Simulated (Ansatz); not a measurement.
Runs of Ansatz 0.2.0 on SiF. The structure is trigonal, space group R-3m (No. 166). Conventional cell: a = 2.677 Å, b = 2.677 Å, c = 11.695 Å, α = 90.00°, β = 90.00°, γ = 120.00°. Si (site symmetry -3m) has 6 F at 2.49 Å and 6 Si at 2.68 Å as nearest neighbours. F (site symmetry -3m) is surrounded by 6 Si at 2.49 Å and 6 F at 2.68 Å. The cell was built by a generator and needn't be a form met in nature.

| task | level | potentials or basis | cell | k mesh | cutoff (eV) | points for each segment of the path | mesh quality | gap on the mesh (eV) | pressure (GPa) | V0 of scaled cells (Å³/atom) | relaxed volume (Å³/atom) | B0 (GPa) |
| --- | --- | --- | --- | --- | --- | --- | --- | --- | --- | --- | --- | --- |
| band structure | PBE | JTH PAW | as given | 12 × 12 × 12 | 1500 | 14 | not flagged | none | 0.2 | - | - | - |
| band structure | PBE | Ansatz NC | as given | 12 × 12 × 12 | 1320 | 14 | not flagged | none | 0.3 | - | - | - |
| band structure | PBE | PseudoDojo stringent (PBE files) | as given | 12 × 12 × 12 | 1143 | 14 | not flagged | none | (a) | - | - | - |
| relaxation of cell and atoms | r2SCAN+rVV10 | Ansatz PAW | relaxed | 12 × 12 × 12 | 500 | - | not flagged | none | 0.0 | - | 11.56 | - |
| band structure | PBE | Ansatz PAW | as given | 12 × 12 × 12 | 420 | 14 | not flagged | none | 0.2 | - | - | - |
| equation of state | PBE | Ansatz PAW | as given | 12 × 12 × 12 | 420 | - | not flagged | - | - | 12.13 | - | 87 |
| relaxation of cell and atoms | r2SCAN+D3(BJ)+ATM | Ansatz PAW | relaxed | 12 × 12 × 12 | 500 | - | not flagged | none | 0.0 | - | 11.54 | - |
| relaxation of cell and atoms | r2SCAN+D4 | Ansatz PAW | relaxed | 12 × 12 × 12 | 500 | - | not flagged | none | 0.0 | - | 11.54 | - |
| band structure | PBE | Ansatz PAW earlier set | as given | 12 × 12 × 12 | 1050 | 14 | not flagged | none | 0.2 | - | - | - |
| band structure | PBE | Ansatz PAW earlier set | as given | 12 × 12 × 12 | 1300 | 14 | not flagged | none | 0.2 | - | - | - |
| equation of state | PBE | Ansatz PAW soft_1 | as given | 12 × 12 × 12 | 420 | - | not flagged | - | - | 12.13 | - | 87 |
| single point | PBEsol0 | Ansatz PAW | as given | 6 × 6 × 6 | 420 | - | coarse | none | - | - | - | - |

Alike in all rows: no spin polarisation; smearing fermi-dirac 0.05 eV.

Problem. Estimate the missing entries.

Solution. (a) 0.1.

Caveats: some runs use coarse meshes; an odd number of electrons without spin polarisation forces a metal (some runs); a magnetic or distorted state may lie lower (some runs); the PAW data sets come from PBE, with cores solved anew for the run's functional, which leaves a small shift of forces and pressure (some runs); the plane-wave basis is chosen anew once the cell has moved, so the energies of steps on either side of that aren't comparable (some runs); pairwise dispersion overbinds metals, which lowers pressure and volume (some runs); the cell was scaled at fixed shape and fractional positions, which overstates the stiffness of a crystal with free parameters, most of all of layers and chains (some runs).

A k mesh can miss the band edges.

A gap of «none» marks a metal or a gap under the smearing width.

Not every run made on this cell is shown here.
